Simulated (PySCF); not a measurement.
# CH7GeP: the cost of one run

Programs: PySCF 2.14.0, with routines of our own; each step states its level. All values are computed. Atoms count from 0.

## 1. The starting structure

10 atoms, charge 0, multiplicity 1; geometry from: GFN2-xTB.

## 2. Relaxing the molecule at PBE0-D3(BJ)/def2-SVP

Job settings and geometry (Å):

```
{"job": {"xc": "PBE0", "basis": "def2-SVP", "d3": "d3bj", "grid": 1, "maxiter": 30, "shake": 0.01, "kind": "geom"}, "charge": 0, "multiplicity": 1}
C     -1.464530    -0.543720    -0.141650
Ge     0.072830     0.677650    -0.069590
P      1.823260    -0.353810     0.981790
H     -2.305260    -0.016710    -0.597750
H     -1.763990    -0.844480     0.845150
H     -1.267960    -1.400890    -0.735870
H      0.409510     1.179690    -1.462660
H     -0.284690     1.936260     0.689560
H      2.056900    -1.211220    -0.054490
H      2.774370     0.556300     0.524470
```

Started as:

```console
OMP_NUM_THREADS=1 python heavy_run.py task.json out
```

The driver reads the jobs from task.json and runs them one after another.

Q: Estimate the wall time and peak memory of this first job on 1 thread of Arm Neoverse V1, shared host.

About 17 s, with a peak of 0.41 GiB.
